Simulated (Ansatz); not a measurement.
# C2H9NOSi, SMILES CN[SiH](C)O: a single point in a Gaussian basis

With Ansatz 0.2.0, Python API.

Notebook, run cell by cell (the value of a cell's last expression is shown):

In [1]:
```python
from pathlib import Path

import ansatz as az
import numpy as np
import pandas as pd
```

In [2]:
```python
BASIS = "def2-SVP"
XC = "pbe0"
```

In [3]:
```python
GEOMETRY = """
C    -0.87970    1.53120    0.16650
N     0.42530    1.05200    0.20880
Si    0.86760   -0.49960   -0.29130
C    -0.08460   -1.79780    0.45800
O     0.81940   -0.40280   -1.93970
H    -1.59660    1.04710    0.82890
H    -0.90260    2.63040    0.46210
H    -1.29800    1.54620   -0.86740
H     0.80540    1.23650    1.18500
H     2.31120   -0.65440    0.15310
H    -0.12420   -1.78830    1.57620
H    -1.18810   -1.68100    0.18850
H     0.11020   -2.77810    0.12250
H     0.72180    0.52940   -2.22250
"""
```

In [4]:
```python
mol = az.Crystal.molecule()
for line in GEOMETRY.strip().splitlines():
    symbol, *xyz = line.split()
    mol = mol.atom(symbol, [float(v) for v in xyz])
```

In [5]:
```python
job = mol.calculation()
job = job.basis(gaussian=BASIS)
job = job.functional(XC)
job = job.forces()
job = job.orbitals()
done = job.run(threads=1, runs_dir="c2h9nosi_runs")
summary = done.report

summary["published_state_doubts"]
```
Out [5]:
```text
[]
```

In [6]:
```python
summary["converged"], summary["free_energy_ev"]
```
Out [6]:
```text
(True, -13620.147710306781)
```

In [7]:
```python
print("reference energy %16.6f eV" % summary["reference_energy_ev"])
print("total energy     %16.6f eV" % summary["free_energy_ev"])
print("occupied (up, down):", summary["n_occupied"], " virtual:", summary["n_virtual"], " frozen:", summary["n_frozen"])
```
```text
reference energy    -13620.147710 eV
total energy        -13620.147710 eV
occupied (up, down): [25, 25]  virtual: [94, 94]  frozen: 0
```

In [8]:
```python
state = summary["mean_field"]["state"]
print(f"mean field: {state['energy']['hartree']:.7f} Ha, <S^2> = {abs(state['spin_squared']):.4f}, stability: {state.get('stability', {}).get('kind')}")
```
```text
mean field: -500.5311963 Ha, <S^2> = 0.0000, stability: minimum
```

In [9]:
```python
symbols = [site.symbol for site in mol.cartesian_sites]
print("forces (eV/A)")
for symbol, f in zip(symbols, summary["forces_ev_ang"]):
    print(f"  {symbol:2s} {f[0]:9.4f} {f[1]:9.4f} {f[2]:9.4f}")
```
```text
forces (eV/A)
  C    -1.7039    2.6353   -0.5749
  N     1.8113    0.9267    2.8884
  Si    2.5986    0.4241   -0.5096
  C    -3.5182   -0.1260    1.1373
  O    -0.5127    0.2586   -0.9147
  H    -0.5332   -0.4438    0.2600
  H    -0.0630   -0.8750   -0.2403
  H     0.1091   -0.2902    0.3431
  H    -0.2541   -0.1752   -1.6835
  H    -0.2963    0.0103   -0.0419
  H     0.4897    0.0670   -0.5741
  H     0.9719    0.1009    0.1133
  H     0.6974   -1.6881   -0.4207
  H     0.2032   -0.8246    0.2176
```

In [10]:
```python
charges = summary["charge_distribution"]
table = pd.DataFrame({"atom": symbols, "mulliken": charges["mulliken_charges_e"], "lowdin": charges["lowdin_charges_e"]})
print(table.round(3).to_string())
print("dipole (e A):", np.round(charges["dipole_moment_e_ang"], 4) + 0.0)

lines = Path(summary["orbitals_path"]).read_text().splitlines()
field_of = lambda key: [line.split("=")[1].strip() for line in lines if line.startswith(key)]
orbitals = [(27.211386 * float(e), s, float(n)) for e, s, n in zip(field_of("Ene="), field_of("Spin="), field_of("Occup="))]
homo = max(e for e, _, n in orbitals if n > 0.5)
lumo = min(e for e, _, n in orbitals if n < 0.5)
print(f"HOMO {homo:.3f} eV, LUMO {lumo:.3f} eV, gap {lumo - homo:.3f} eV")
```
```text
   atom  mulliken  lowdin
0     C     0.024   0.009
1     N    -0.444  -0.005
2    Si     0.655   0.105
3     C    -0.343  -0.135
4     O    -0.418   0.037
5     H     0.024  -0.028
6     H     0.038  -0.003
7     H     0.035  -0.003
8     H     0.154   0.049
9     H    -0.142  -0.108
10    H     0.078   0.039
11    H     0.068   0.038
12    H     0.070   0.007
13    H     0.200  -0.002
dipole (e A): [-0.3119  0.1788  0.3146]
HOMO -6.798 eV, LUMO 1.186 eV, gap 7.984 eV
```

Notes:
- Total energies depend on the basis set; only differences at equal settings carry meaning.
- The geometry is a force-field or estimated start, not a minimum of this method, and the basis set is short of its limit.
- The Löwdin charges here are taken after orthogonalising the functions within each atom; they differ from plain Löwdin charges, and their signs can be unphysical.
- Levels such as HOMO and LUMO are orbital energies: with these approximate functionals they aren't the ionisation energy and electron affinity, and their gap isn't the fundamental gap.
- Timing: 5.1 s on 1 thread of Intel(R) Xeon(R) Platinum 8488C (Sapphire Rapids) (shared host), peak memory 0.37 GiB.

(Lines on the test bed's own set-up are left out of the output.)
